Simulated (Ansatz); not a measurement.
# C3H9FOSn: one species, many methods

An exercise on one series of results from a longer session: the logs are not shown, and one member is left open.

Method: functionals in def2-TZVPP, the program's frozen cores in correlated methods; program: Ansatz 0.2.0, Gaussian basis.

The runs, in order: PBE-D4, r2SCAN-D4, PBE0-D4, B3LYP-D4, ωB97X-V, ωB97M-V, B2PLYP; CCSD(T)/def2-TZVPP; MP2/def2-QZVPP; extrapolation to the limit.

## The relaxed structure

All runs share one geometry, relaxed beforehand with PBE0-D4 in a triple-zeta def2 set. Sn takes the def2 core potential; no spin-orbit term is included.

SMILES `CC[O][SnH]([CH3])[F]`, 15 atoms, charge 0, spin multiplicity 1.

Atoms are counted from 1 here; the program's logs count them from 0.

Bond lengths: C1–C2 1.514 Å, C1–H7 1.094 Å, C1–H8 1.092 Å, C1–H9 1.093 Å, C2–O3 1.412 Å, C2–H10 1.098 Å, C2–H11 1.096 Å, O3–Sn4 1.952 Å, Sn4–C5 2.113 Å, Sn4–F6 1.930 Å, Sn4–H12 1.705 Å, C5–H13 1.090 Å, C5–H14 1.089 Å, C5–H15 1.090 Å. Angles: C2–C1–H7 111.5°, C2–C1–H8 110.7°, C2–C1–H9 110.5°, H7–C1–H8 108.3°, H7–C1–H9 107.4°, H8–C1–H9 108.4°, C1–C2–O3 113.2°, C1–C2–H10 109.9°, C1–C2–H11 109.6°, O3–C2–H10 110.6°, O3–C2–H11 106.3°, H10–C2–H11 107.0°, C2–O3–Sn4 123.2°, O3–Sn4–C5 105.2°, O3–Sn4–F6 103.8°, O3–Sn4–H12 112.7°, C5–Sn4–F6 108.2°, C5–Sn4–H12 121.7° and more.

Set-up of the first run:

Input file in.yaml:

```yaml
crystal:
  periodic: [false, false, false]
  atoms:
    - {symbol: C, position_ang: [0.890139, 2.101412, 0.831204]}
    - {symbol: C, position_ang: [1.501472, 0.879152, 0.180547]}
    - {symbol: O, position_ang: [0.589594, 0.162907, -0.625230]}
    - {symbol: Sn, position_ang: [-0.950708, -0.794912, 0.096248]}
    - {symbol: C, position_ang: [-1.483073, -2.192411, -1.396115]}
    - {symbol: F, position_ang: [-0.226862, -1.766108, 1.598791]}
    - {symbol: H, position_ang: [0.107199, 1.826427, 1.544843]}
    - {symbol: H, position_ang: [0.451648, 2.760233, 0.078089]}
    - {symbol: H, position_ang: [1.650403, 2.662819, 1.380687]}
    - {symbol: H, position_ang: [1.935860, 0.225540, 0.948120]}
    - {symbol: H, position_ang: [2.320648, 1.185116, -0.479885]}
    - {symbol: H, position_ang: [-2.103288, 0.247163, 0.798507]}
    - {symbol: H, position_ang: [-1.216757, -1.780210, -2.369265]}
    - {symbol: H, position_ang: [-2.549690, -2.410362, -1.365241]}
    - {symbol: H, position_ang: [-0.916564, -3.106757, -1.221311]}
basis:
  gaussian: {orbitals: def2-TZVPP}
hamiltonian: {xc: pbe, dispersion: d4}
output: {forces: true, orbitals: {seedname: orbitals}}
```

Launch:

```bash
ansatz run in.yaml --threads 2 --pin off --events-out ev --progress --plain --max-ram 32768MiB --backend cuda --devices 0, --max-vram 18GiB
```

Steps of the session up to this table: PBE-D4 (GGA); r2SCAN-D4 (meta-GGA); PBE0-D4 (hybrid); B3LYP-D4 (hybrid); ωB97X-V (range-separated); ωB97M-V (range-separated); B2PLYP (double hybrid); CCSD(T) in def2-TZVPP; MP2 in def2-QZVPP.

One table of the session follows, with a row left open; its other results are not shown here.

| method | atoms, summed (eV) | atomisation energy (eV) |
| --- | --- | --- |
| PBE-D4 | -13791.073 | 57.559 |
| r2SCAN-D4 | -13799.302 | 56.726 |
| PBE0-D4 | -13792.878 | 56.534 |
| B3LYP-D4 | -13804.111 | 56.522 |
| ωB97X-V | -13798.113 | 56.862 |
| ωB97M-V | -13796.578 | 56.704 |
| B2PLYP | ? | ? |
| HF/def2-TZVPP | -13745.643 | 41.247 |
| MP2/def2-TZVPP | -13767.478 | 56.091 |
| CCSD/def2-TZVPP | -13769.840 | 54.655 |
| CCSD(T)/def2-TZVPP | -13770.340 | 55.463 |
| MP2/CBS | -13780.294 | 57.606 |
| CCSD(T)/CBS | -13783.156 | 56.978 |

**Question.** Estimate the row for B2PLYP.

**Answer.** atoms, summed (eV): -13790.312; atomisation energy (eV): 56.004. In the column «atoms, summed (eV)» it lies between PBE-D4 (-13791.073) and CCSD(T)/CBS (-13783.156).

To keep in mind: Free atoms (3 C, 1 O, 1 Sn, 1 F, 9 H) were run apart at each level; the atomisation energy is their sum less the molecule, without zero-point or spin-orbit terms.
